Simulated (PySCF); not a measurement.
# C₂H₇NOSSi: electronic excitations at several levels of theory

Aim: compute the electronic excitations of C₂H₇NOSSi (`CS[SiH2]NC=O`) at several levels, and see how far they spread and what each costs.

Computed with PySCF 2.14.0, with density-fitted response routines of our own, on a single molecule in the gas phase. Atoms count from 0, in the outputs and in this text.

**1. Starting geometry**

13 atoms, charge 0, multiplicity 1; geometry from: GFN2-xTB.

Bonds of the start (Å): C0–S1 1.82, S1–Si2 2.14, Si2–N3 1.75, N3–C4 1.34, C4–O5 1.21, C0–H6 1.08, C0–H7 1.08, C0–H8 1.08, Si2–H9 1.46, Si2–H10 1.46, N3–H11 1.01, C4–H12 1.10.

**2. Relaxing the molecule at PBE0-D3(BJ)/def2-SVP**

What the job is given:

```
{"job": {"xc": "PBE0", "basis": "def2-SVP", "d3": "d3bj", "grid": 1, "kind": "geom"}, "charge": 0, "multiplicity": 1}
C     -2.710151     0.089616     0.468557
S     -1.127997     0.532908     1.241885
Si     0.179470    -0.139213    -0.312398
N      1.740616     0.258037     0.362485
C      2.757003    -0.073770    -0.443242
O      2.557177    -0.590622    -1.515118
H     -2.739222    -0.980126     0.292136
H     -2.820843     0.629764    -0.465470
H     -3.495461     0.375124     1.159806
H      0.043247    -1.580361    -0.476873
H     -0.065473     0.634614    -1.521995
H      1.911733     0.689438     1.256105
H      3.765513     0.155077    -0.063608
```

The program printed:

```text
step   0  E = -897.27758518  max force = 0.014696
step   1  E = -897.28072551  max force = 0.002232
step   2  E = -897.28080827  max force = 0.000912
step   3  E = -897.28079065  max force = 0.002752
step   4  E = -897.28081999  max force = 0.000751
step   5  E = -897.28082151  max force = 0.000226
optimisation converged
```

It took 37 s on 1 thread, shared host.

The steps of the relaxation:

```csv
step,energy from step 0 (eV),largest force component (eV/Å)
0,0.0000,0.7557
1,-0.0855,0.1148
2,-0.0877,0.0469
3,-0.0872,0.1415
4,-0.0880,0.0386
5,-0.0881,0.0116
```

Distances of close pairs at the start and the end, largest changes first:

```csv
bond,before (Å),after (Å),change (Å)
Si2–H10,1.457,1.489,+0.033
Si2–H9,1.457,1.489,+0.032
Si2–N3,1.747,1.772,+0.026
N3–C4,1.339,1.359,+0.021
C0–H6,1.085,1.099,+0.015
C0–H7,1.085,1.099,+0.015
C4–H12,1.102,1.116,+0.014
C0–H8,1.084,1.098,+0.013
```

The final coordinates are the input of the step that follows.

```csv
at the end point,value
point group (found at 0.08 Å tolerance),Cs
"rotational constants (GHz, main isotopes)","8.014, 1.025, 0.924"
dipole moment (D),2.53
```

**3. Excited states and response: HF/def2-SVPD**

What the job is given:

```
{"job": {"kind": "uv", "xc": "HF", "basis": "def2-SVPD", "ip": true}, "charge": 0, "multiplicity": 1}
C     -2.346814    -0.197033     0.571337
S     -0.747901     0.225132     1.336441
Si     0.554801    -0.467321    -0.214806
N      2.156410    -0.089040     0.443276
C      3.237030    -0.416804    -0.313685
O      3.132099    -0.948982    -1.396439
H     -2.433645    -1.278228     0.392174
H     -2.499455     0.351775    -0.368900
H     -3.125565     0.104004     1.284289
H      0.392276    -1.931384    -0.433573
H      0.307014     0.266482    -1.486938
H      2.310585     0.353789     1.342790
H      4.222911    -0.159500     0.140633
```

Level: TDDFT HF/def2-SVPD, vertical, gas phase, core orbitals frozen in the response.

The program printed:

```text
final grid: 105896 points
cycle   1  E = -895.1314428310  dE =  8.393e-01  |g| = 7.755e-01  |ddm| = 4.227e+00
cycle   2  E = -895.2271197607  dE = -9.568e-02  |g| = 5.821e-01  |ddm| = 1.460e+00
cycle   3  E = -895.2911617212  dE = -6.404e-02  |g| = 8.165e-02  |ddm| = 6.278e-01
cycle   4  E = -895.2936726486  dE = -2.511e-03  |g| = 2.964e-02  |ddm| = 1.918e-01
cycle   5  E = -895.2940307908  dE = -3.581e-04  |g| = 8.472e-03  |ddm| = 7.048e-02
cycle   6  E = -895.2940906097  dE = -5.982e-05  |g| = 4.277e-03  |ddm| = 2.936e-02
cycle   7  E = -895.2941041290  dE = -1.352e-05  |g| = 1.633e-03  |ddm| = 1.279e-02
cycle   8  E = -895.2941059976  dE = -1.869e-06  |g| = 4.813e-04  |ddm| = 4.841e-03
cycle   9  E = -895.2941061579  dE = -1.603e-07  |g| = 1.383e-04  |ddm| = 1.472e-03
cycle  10  E = -895.2941061690  dE = -1.111e-08  |g| = 4.392e-05  |ddm| = 3.658e-04
cycle  11  E = -895.2941061704  dE = -1.415e-09  |g| = 1.314e-05  |ddm| = 1.298e-04
cycle  12  E = -895.2941061705  dE = -9.913e-11  |g| = 3.530e-06  |ddm| = 4.043e-05
converged SCF energy = -895.2941061705

Static polarisability (au): isotropic 77.711, principal 60.764 75.551 96.818

Singlet excitations
state   eV       nm        f      main configurations
  1   6.2325    198.9   0.00123   H->L 0.34, H->L+14 0.12, H->L+1 0.12
  2   6.3895    194.0   0.00110   H-3->L+7 0.78
  3   7.2541    170.9   0.04631   H->L+1 0.55, H->L+4 0.11, H->L 0.10
  4   7.8810    157.3   0.00024   H->L+2 0.55, H->L+5 0.16
  5   8.2402    150.5   0.12872   H-1->L+7 0.65
  6   8.3449    148.6   0.00744   H-1->L 0.61
  7   8.3804    147.9   0.08659   H->L+3 0.38, H-2->L 0.16, H-1->L+7 0.09
  8   8.4112    147.4   0.15795   H->L+3 0.57, H-2->L 0.10
  9   8.4910    146.0   0.00297   H->L+5 0.23, H->L 0.13, H->L+9 0.09
 10   8.6140    143.9   0.00018   H->L+8 0.32, H->L 0.13, H->L+1 0.10

Triplet excitations (Tamm-Dancoff, eV): 5.6645 5.7524 5.9019 6.7595
Vertical ionisation energy (delta-SCF) = 8.3048 eV
```

Wall time 14 s (1 thread, shared host).

Frontier orbitals and where they lie:

```
orbital      eV                       atoms
 HOMO−3  -12.22   O5 59 %, C4 16 %, H12 9 %
 HOMO−2  -11.73  S1 59 %, Si2 15 %, C0 10 %
 HOMO−1  -11.55    N3 44 %, O5 26 %, C4 9 %
   HOMO   -9.88   S1 72 %, C0 10 %, Si2 9 %
   LUMO    2.14  S1 52 %, H11 14 %, C4 11 %
 LUMO+1    2.32  S1 45 %, Si2 19 %, C0 12 %
 LUMO+2    2.68   S1 52 %, Si2 15 %, C4 8 %
```

With each of the 10 states as a Gaussian band of 0.4 eV half-width at 1/e, the curve within the window shown has maxima at 171 nm (ε 1,900), 148 nm (ε 15,000) L/(mol cm). Beyond the last state computed it falls off for lack of states. The curve at chosen wavelengths:

(nm, ε (L/mol/cm)): (139, 2297), (142, 6516), (145, 11945), (149, 14896), (152, 12017), (155, 7349), (158, 3661), (162, 1611), (165, 1510), (168, 1775), (171, 1889), (175, 1560), (178, 1108), (181, 681), (184, 379), (188, 178), (191, 123), (194, 105), (197, 96), (201, 82), (204, 67), (207, 50), (210, 35), (214, 20), (217, 12), (220, 7)

Ground-state properties from the same run:

```
           property  computed
  dipole moment (D)      2.72
polarisability (Å³)     11.52
 HOMO–LUMO gap (eV)     12.01
      −ε(HOMO) (eV)      9.88
```

**4. Excited states and response: LDA/def2-SVPD**

Settings changed since step 3:

```diff
@@ -1,2 +1,2 @@
-{"job": {"kind": "uv", "xc": "HF", "basis": "def2-SVPD", "ip": true}, "charge": 0, "multiplicity": 1}
+{"job": {"kind": "uv", "xc": "LDA", "basis": "def2-SVPD", "ip": true}, "charge": 0, "multiplicity": 1}
 C     -2.346814    -0.197033     0.571337
```

Level: TDDFT LDA/def2-SVPD, vertical, gas phase, core orbitals frozen in the response.

The program printed:

```text
coarse grid: 11912 points
cycle   1  E = -893.2678879347  dE =  5.604e-01  |g| = 8.574e-01  |ddm| = 4.738e+00
cycle   2  E = -891.5660429004  dE =  1.702e+00  |g| = 2.708e+00  |ddm| = 6.040e+00
cycle   3  E = -893.3707251553  dE = -1.805e+00  |g| = 4.819e-01  |ddm| = 5.650e+00
cycle   4  E = -893.4168550236  dE = -4.613e-02  |g| = 2.325e-01  |ddm| = 6.405e-01
cycle   5  E = -893.4273774751  dE = -1.052e-02  |g| = 7.005e-02  |ddm| = 2.408e-01
cycle   6  E = -893.4285264663  dE = -1.149e-03  |g| = 2.172e-02  |ddm| = 1.010e-01
cycle   7  E = -893.4286493134  dE = -1.228e-04  |g| = 6.448e-03  |ddm| = 3.497e-02
cycle   8  E = -893.4286617368  dE = -1.242e-05  |g| = 1.752e-03  |ddm| = 1.117e-02
cycle   9  E = -893.4286625361  dE = -7.994e-07  |g| = 6.689e-04  |ddm| = 3.135e-03
final grid: 105896 points
cycle  10  E = -893.5517752464  dE = -2.807e-05  |g| = 4.032e-03  |ddm| = 7.858e-02
cycle  11  E = -893.5517635585  dE =  1.169e-05  |g| = 8.199e-03  |ddm| = 1.089e-02
cycle  12  E = -893.5517781158  dE = -1.456e-05  |g| = 2.054e-03  |ddm| = 7.833e-03
cycle  13  E = -893.5517789848  dE = -8.690e-07  |g| = 4.429e-04  |ddm| = 2.013e-03
cycle  14  E = -893.5517790282  dE = -4.341e-08  |g| = 1.181e-04  |ddm| = 6.114e-04
cycle  15  E = -893.5517790315  dE = -3.300e-09  |g| = 3.377e-05  |ddm| = 1.500e-04
cycle  16  E = -893.5517790318  dE = -2.508e-10  |g| = 1.204e-05  |ddm| = 4.751e-05
converged SCF energy = -893.5517790318

Static polarisability (au): isotropic 90.207, principal 67.270 85.162 118.189

Singlet excitations
state   eV       nm        f      main configurations
  1   4.5821    270.6   0.00704   H->L 0.99
  2   4.8095    257.8   0.00023   H->L+1 0.99
  3   5.3005    233.9   0.00081   H-1->L 0.99
  4   5.3827    230.3   0.03699   H-1->L+1 0.94
  5   5.5550    223.2   0.01259   H->L+2 0.94
  6   5.8857    210.7   0.00414   H-2->L+1 0.42, H->L+3 0.33, H->L+4 0.23
  7   5.9149    209.6   0.00213   H-2->L+1 0.56, H->L+4 0.26, H->L+3 0.17
  8   6.0285    205.7   0.00483   H-1->L+2 0.99
  9   6.0716    204.2   0.00031   H->L+4 0.49, H->L+3 0.40
 10   6.1320    202.2   0.00839   H->L+5 0.94

Triplet excitations (Tamm-Dancoff, eV): 4.5175 4.6096 4.8592 5.1745
Vertical ionisation energy (delta-SCF) = 9.1839 eV
Vertical electron affinity (delta-SCF) = -1.5463 eV
```

Wall time 2 min (1 thread, shared host).

Key values: HOMO -6.00 eV, LUMO -1.46 eV; lowest singlet 4.58 eV.

**5. Ultraviolet spectrum: PBE/def2-SVPD**

Settings changed since step 4:

```diff
@@ -1,2 +1,2 @@
-{"job": {"kind": "uv", "xc": "LDA", "basis": "def2-SVPD", "ip": true}, "charge": 0, "multiplicity": 1}
+{"job": {"kind": "uv", "xc": "PBE", "basis": "def2-SVPD", "ip": true}, "charge": 0, "multiplicity": 1}
 C     -2.346814    -0.197033     0.571337
```

Method: TDDFT PBE/def2-SVPD, vertical, gas phase, core orbitals frozen in the response.

The program printed:

```text
coarse grid: 11912 points
cycle   1  E = -896.9271356742  dE =  5.646e-01  |g| = 8.607e-01  |ddm| = 4.805e+00
cycle   2  E = -895.1827221367  dE =  1.744e+00  |g| = 2.723e+00  |ddm| = 7.285e+00
cycle   3  E = -897.0312478880  dE = -1.849e+00  |g| = 4.758e-01  |ddm| = 6.916e+00
cycle   4  E = -897.0757380898  dE = -4.449e-02  |g| = 2.359e-01  |ddm| = 6.466e-01
cycle   5  E = -897.0868061006  dE = -1.107e-02  |g| = 6.709e-02  |ddm| = 2.489e-01
cycle   6  E = -897.0878748874  dE = -1.069e-03  |g| = 2.174e-02  |ddm| = 1.022e-01
cycle   7  E = -897.0880016554  dE = -1.268e-04  |g| = 5.924e-03  |ddm| = 3.510e-02
cycle   8  E = -897.0880119003  dE = -1.024e-05  |g| = 1.743e-03  |ddm| = 1.077e-02
cycle   9  E = -897.0880127444  dE = -8.441e-07  |g| = 6.147e-04  |ddm| = 3.259e-03
final grid: 105896 points
cycle  10  E = -897.2223583999  dE =  2.841e-05  |g| = 2.018e-02  |ddm| = 9.712e-02
cycle  11  E = -897.2217947799  dE =  5.636e-04  |g| = 5.561e-02  |ddm| = 6.246e-02
cycle  12  E = -897.2224297773  dE = -6.350e-04  |g| = 8.112e-03  |ddm| = 4.874e-02
cycle  13  E = -897.2224456659  dE = -1.589e-05  |g| = 7.322e-04  |ddm| = 8.722e-03
cycle  14  E = -897.2224458340  dE = -1.681e-07  |g| = 2.380e-04  |ddm| = 1.474e-03
cycle  15  E = -897.2224458500  dE = -1.600e-08  |g| = 6.404e-05  |ddm| = 3.822e-04
cycle  16  E = -897.2224458510  dE = -1.006e-09  |g| = 1.829e-05  |ddm| = 9.154e-05
cycle  17  E = -897.2224458510  dE = -5.434e-11  |g| = 7.636e-06  |ddm| = 2.138e-05
converged SCF energy = -897.2224458510

Static polarisability (au): isotropic 88.938, principal 66.186 84.174 116.452

Singlet excitations
state   eV       nm        f      main configurations
  1   4.7656    260.2   0.00762   H->L 0.99
  2   4.8992    253.1   0.00016   H->L+1 0.99
  3   5.3695    230.9   0.00127   H-1->L 0.99
  4   5.3866    230.2   0.03525   H-1->L+1 0.94
  5   5.6556    219.2   0.01499   H->L+2 0.95
  6   5.8885    210.6   0.00141   H-2->L+1 0.76, H->L+3 0.23
  7   5.9157    209.6   0.00176   H->L+3 0.68, H-2->L+1 0.23, H->L+4 0.08
  8   6.0714    204.2   0.00796   H-1->L+2 1.00
  9   6.1171    202.7   0.00737   H->L+4 0.82, H->L+3 0.08
 10   6.2468    198.5   0.00332   H->L+5 0.96

Triplet excitations (Tamm-Dancoff, eV): 4.6413 4.6910 4.8602 5.1819
Vertical ionisation energy (delta-SCF) = 9.0548 eV
Vertical electron affinity (delta-SCF) = -1.7197 eV
```

It took 2.3 min on 1 thread, shared host.

This run: HOMO -5.93 eV, LUMO -1.20 eV; lowest singlet 4.77 eV.

**6. Ultraviolet spectrum: B3LYP/def2-SVPD**

Settings changed since step 5:

```diff
@@ -1,2 +1,2 @@
-{"job": {"kind": "uv", "xc": "PBE", "basis": "def2-SVPD", "ip": true}, "charge": 0, "multiplicity": 1}
+{"job": {"kind": "uv", "xc": "B3LYP", "basis": "def2-SVPD", "ip": true}, "charge": 0, "multiplicity": 1}
 C     -2.346814    -0.197033     0.571337
```

Method: TDDFT B3LYP/def2-SVPD, vertical, gas phase, core orbitals frozen in the response.

The program printed:

```text
coarse grid: 11912 points
cycle   1  E = -897.5742561435  dE =  6.106e-01  |g| = 8.323e-01  |ddm| = 4.684e+00
cycle   2  E = -896.8561074545  dE =  7.181e-01  |g| = 2.002e+00  |ddm| = 3.485e+00
cycle   3  E = -897.7073754770  dE = -8.513e-01  |g| = 2.478e-01  |ddm| = 2.845e+00
cycle   4  E = -897.7183558888  dE = -1.098e-02  |g| = 1.254e-01  |ddm| = 3.456e-01
cycle   5  E = -897.7216178203  dE = -3.262e-03  |g| = 2.300e-02  |ddm| = 1.221e-01
cycle   6  E = -897.7217426636  dE = -1.248e-04  |g| = 7.262e-03  |ddm| = 3.860e-02
cycle   7  E = -897.7217570128  dE = -1.435e-05  |g| = 1.665e-03  |ddm| = 1.190e-02
cycle   8  E = -897.7217577290  dE = -7.162e-07  |g| = 5.530e-04  |ddm| = 3.147e-03
final grid: 105896 points
cycle   9  E = -897.8310842523  dE = -2.015e-05  |g| = 5.304e-03  |ddm| = 6.756e-02
cycle  10  E = -897.8310668758  dE =  1.738e-05  |g| = 1.064e-02  |ddm| = 1.328e-02
cycle  11  E = -897.8310900226  dE = -2.315e-05  |g| = 1.414e-03  |ddm| = 8.780e-03
cycle  12  E = -897.8310904495  dE = -4.269e-07  |g| = 1.832e-04  |ddm| = 1.464e-03
cycle  13  E = -897.8310904570  dE = -7.454e-09  |g| = 7.812e-05  |ddm| = 3.253e-04
cycle  14  E = -897.8310904584  dE = -1.444e-09  |g| = 1.644e-05  |ddm| = 1.074e-04
cycle  15  E = -897.8310904585  dE = -5.775e-11  |g| = 7.879e-06  |ddm| = 3.027e-05
converged SCF energy = -897.8310904585

Static polarisability (au): isotropic 85.468, principal 64.665 81.664 110.074

Singlet excitations
state   eV       nm        f      main configurations
  1   5.2425    236.5   0.00036   H->L 0.97
  2   5.5485    223.5   0.00083   H-1->L+1 0.98
  3   5.8298    212.7   0.01211   H->L+1 0.99
  4   6.0522    204.9   0.02207   H->L+2 0.93
  5   6.4228    193.0   0.00670   H->L+3 0.97
  6   6.4824    191.3   0.00536   H-1->L 0.79, H-2->L+1 0.17
  7   6.6071    187.7   0.00033   H->L+4 0.76, H-2->L 0.09
  8   6.6242    187.2   0.00087   H-2->L 0.85
  9   6.7228    184.4   0.00429   H->L+5 0.85, H->L+4 0.08
 10   7.1359    173.7   0.02114   H-1->L+2 0.90

Triplet excitations (Tamm-Dancoff, eV): 4.9421 5.0497 5.3419 5.7604
Vertical ionisation energy (delta-SCF) = 9.1496 eV
```

Wall time 2.1 min (1 thread, shared host).

This run: HOMO -6.89 eV, LUMO -0.50 eV; lowest singlet 5.24 eV.

**7. Excited states and response: PBE0/def2-SVPD**

Settings changed since step 6:

```diff
@@ -1,2 +1,2 @@
-{"job": {"kind": "uv", "xc": "B3LYP", "basis": "def2-SVPD", "ip": true}, "charge": 0, "multiplicity": 1}
+{"job": {"kind": "uv", "xc": "PBE0", "basis": "def2-SVPD", "ip": true}, "charge": 0, "multiplicity": 1}
 C     -2.346814    -0.197033     0.571337
```

Method: TDDFT PBE0/def2-SVPD, vertical, gas phase, core orbitals frozen in the response.

The program printed:

```text
coarse grid: 11912 points
cycle   1  E = -897.0656119765  dE =  6.101e-01  |g| = 7.714e-01  |ddm| = 4.552e+00
cycle   2  E = -896.5645833387  dE =  5.010e-01  |g| = 1.732e+00  |ddm| = 2.741e+00
cycle   3  E = -897.1859085328  dE = -6.213e-01  |g| = 1.843e-01  |ddm| = 2.074e+00
cycle   4  E = -897.1919158899  dE = -6.007e-03  |g| = 9.369e-02  |ddm| = 2.662e-01
cycle   5  E = -897.1937656883  dE = -1.850e-03  |g| = 1.563e-02  |ddm| = 9.332e-02
cycle   6  E = -897.1938232318  dE = -5.754e-05  |g| = 5.030e-03  |ddm| = 2.725e-02
cycle   7  E = -897.1938301530  dE = -6.921e-06  |g| = 1.176e-03  |ddm| = 8.824e-03
final grid: 105896 points
cycle   8  E = -897.2950078111  dE = -2.080e-06  |g| = 1.280e-02  |ddm| = 6.775e-02
cycle   9  E = -897.2949197443  dE =  8.807e-05  |g| = 2.454e-02  |ddm| = 3.119e-02
cycle  10  E = -897.2950407510  dE = -1.210e-04  |g| = 2.598e-03  |ddm| = 2.058e-02
cycle  11  E = -897.2950423638  dE = -1.613e-06  |g| = 1.852e-04  |ddm| = 2.920e-03
cycle  12  E = -897.2950423738  dE = -9.978e-09  |g| = 7.102e-05  |ddm| = 4.314e-04
cycle  13  E = -897.2950423752  dE = -1.432e-09  |g| = 2.513e-05  |ddm| = 1.367e-04
cycle  14  E = -897.2950423754  dE = -1.444e-10  |g| = 7.722e-06  |ddm| = 3.614e-05
converged SCF energy = -897.2950423754

Static polarisability (au): isotropic 84.624, principal 64.022 80.675 109.175

Singlet excitations
state   eV       nm        f      main configurations
  1   5.3766    230.6   0.00062   H->L 0.96
  2   5.6002    221.4   0.00078   H-1->L+1 0.98
  3   6.1457    201.7   0.01284   H->L+1 0.98
  4   6.2392    198.7   0.02232   H->L+2 0.90, H->L+4 0.08
  5   6.6706    185.9   0.00562   H->L+3 0.88
  6   6.7068    184.9   0.00120   H-1->L 0.70, H-2->L+1 0.24
  7   6.8080    182.1   0.00154   H-2->L 0.91
  8   6.8523    180.9   0.00353   H->L+5 0.46, H->L+4 0.35, H->L+3 0.09
  9   6.9363    178.7   0.00159   H->L+4 0.46, H->L+5 0.39
 10   7.3471    168.8   0.25732   H-2->L+1 0.34, H-3->L 0.34, H-1->L 0.13

Triplet excitations (Tamm-Dancoff, eV): 5.0177 5.0598 5.3793 5.8880
Vertical ionisation energy (delta-SCF) = 9.2015 eV
```

It took 2.1 min on 1 thread, shared host.

In short: HOMO -7.12 eV, LUMO -0.27 eV; lowest singlet 5.38 eV.

**8. Ultraviolet spectrum: BHandHLYP/def2-SVPD**

Settings changed since step 7:

```diff
@@ -1,2 +1,2 @@
-{"job": {"kind": "uv", "xc": "PBE0", "basis": "def2-SVPD", "ip": true}, "charge": 0, "multiplicity": 1}
+{"job": {"kind": "uv", "xc": "BHandHLYP", "basis": "def2-SVPD", "ip": true}, "charge": 0, "multiplicity": 1}
 C     -2.346814    -0.197033     0.571337
```

Method: TDDFT BHandHLYP/def2-SVPD, vertical, gas phase, core orbitals frozen in the response.

The program printed:

```text
coarse grid: 11912 points
cycle   1  E = -897.4627540602  dE =  6.847e-01  |g| = 7.675e-01  |ddm| = 4.429e+00
cycle   2  E = -897.3068174526  dE =  1.559e-01  |g| = 1.213e+00  |ddm| = 1.964e+00
cycle   3  E = -897.5926095891  dE = -2.858e-01  |g| = 1.052e-01  |ddm| = 1.205e+00
cycle   4  E = -897.5946278969  dE = -2.018e-03  |g| = 5.793e-02  |ddm| = 1.746e-01
cycle   5  E = -897.5953770041  dE = -7.491e-04  |g| = 8.002e-03  |ddm| = 6.561e-02
cycle   6  E = -897.5953970805  dE = -2.008e-05  |g| = 3.454e-03  |ddm| = 1.859e-02
cycle   7  E = -897.5954013456  dE = -4.265e-06  |g| = 9.332e-04  |ddm| = 7.346e-03
final grid: 105896 points
cycle   8  E = -897.6657943919  dE = -1.049e-05  |g| = 2.681e-03  |ddm| = 4.134e-02
cycle   9  E = -897.6657935370  dE =  8.549e-07  |g| = 3.600e-03  |ddm| = 6.522e-03
cycle  10  E = -897.6657961243  dE = -2.587e-06  |g| = 3.893e-04  |ddm| = 2.962e-03
cycle  11  E = -897.6657961586  dE = -3.431e-08  |g| = 1.629e-04  |ddm| = 5.298e-04
cycle  12  E = -897.6657961662  dE = -7.542e-09  |g| = 3.726e-05  |ddm| = 3.009e-04
cycle  13  E = -897.6657961667  dE = -5.048e-10  |g| = 1.241e-05  |ddm| = 7.139e-05
converged SCF energy = -897.6657961667

Static polarisability (au): isotropic 81.613, principal 62.600 78.522 103.717

Singlet excitations
state   eV       nm        f      main configurations
  1   5.6734    218.5   0.00077   H->L 0.80
  2   5.8391    212.3   0.00088   H-2->L+2 0.90
  3   6.5862    188.2   0.03046   H->L+1 0.74, H->L+4 0.20
  4   7.0735    175.3   0.00257   H->L+3 0.79, H->L+5 0.12
  5   7.3188    169.4   0.05092   H->L+2 0.62, H-1->L+2 0.15
  6   7.3831    167.9   0.00871   H->L+5 0.53, H-1->L 0.15, H->L+3 0.08
  7   7.4268    166.9   0.00021   H-1->L 0.55, H->L+5 0.09, H-1->L+1 0.09
  8   7.5102    165.1   0.05100   H-1->L+2 0.58, H->L+2 0.20, H-2->L 0.09
  9   7.5204    164.9   0.00027   H->L+4 0.39, H->L+1 0.17, H->L+7 0.15
 10   7.7845    159.3   0.12691   H-3->L 0.60, H->L+2 0.12

Triplet excitations (Tamm-Dancoff, eV): 5.2815 5.3347 5.5301 6.2134
Vertical ionisation energy (delta-SCF) = 9.1673 eV
```

It took 43 s on 1 thread, shared host.

This run: HOMO -8.19 eV, LUMO 0.47 eV; lowest singlet 5.67 eV.

**9. Comparing the runs: electronic excitations**

Excitations and ground-state properties, with basis size and wall time:

```csv
run,lowest singlet (eV),brightest (eV),f,gap (eV),α (Å³),μ (D),functions,time
HF/def2-SVPD,6.23,8.41,0.158,12.01,11.52,2.72,190,14 s
LDA/def2-SVPD,4.58,5.38,0.037,4.54,13.37,2.67,190,2 min
PBE/def2-SVPD,4.77,5.39,0.035,4.72,13.18,2.63,190,2.3 min
B3LYP/def2-SVPD,5.24,6.05,0.022,6.39,12.66,2.68,190,2.1 min
PBE0/def2-SVPD,5.38,7.35,0.257,6.85,12.54,2.66,190,2.1 min
BHandHLYP/def2-SVPD,5.67,7.78,0.127,8.66,12.09,2.70,190,43 s
```

**10. Outcome**

```
                                quantity                        value
                             point group                           Cs
    rotational constants (main isotopes)         8.01, 1.02, 0.92 GHz
           lowest singlet (HF/def2-SVPD)  6.23 eV (199 nm), f = 0.001
brightest single state of those computed  state 8, 8.41 eV, f = 0.158
                          lowest triplet                      5.66 eV
       vertical ionisation energy (ΔSCF)                      8.30 eV
             range of the lowest singlet              4.58 to 6.23 eV
```

Single values in the summary come from the first run of each kind that ended normally (HF/def2-SVPD), which need not be the best level. Over 5 steps the energy fell by 0.088 eV; of the close pairs, Si2–H10 changed most, 1.457 to 1.489 Å. The first singlet state (HOMO→LUMO 0.34, HOMO→LUMO+14 0.12) lies at 6.23 eV and is weak; of the 10 states computed, the strongest absorption comes from state 8 at 8.41 eV. The lowest triplet lies 0.57 eV below the lowest singlet (triplets in Tamm-Dancoff, singlets in full TDDFT). At HF/def2-SVPD, the highest states lie near or above the ionisation energy, where they hang on the basis. ΔSCF puts the ionisation energy at 8.30 eV, 1.57 eV below −ε(HOMO). The lowest singlet runs from 4.58 eV (LDA/def2-SVPD) to 6.23 eV (HF/def2-SVPD), while the orbital gap spans 4.54 to 12.01 eV: the excitation energy moves far less from run to run than the orbital gap does. The lowest state need not be the same one in every run. The runs solved for a few states only, so the brightest column depends on that window.
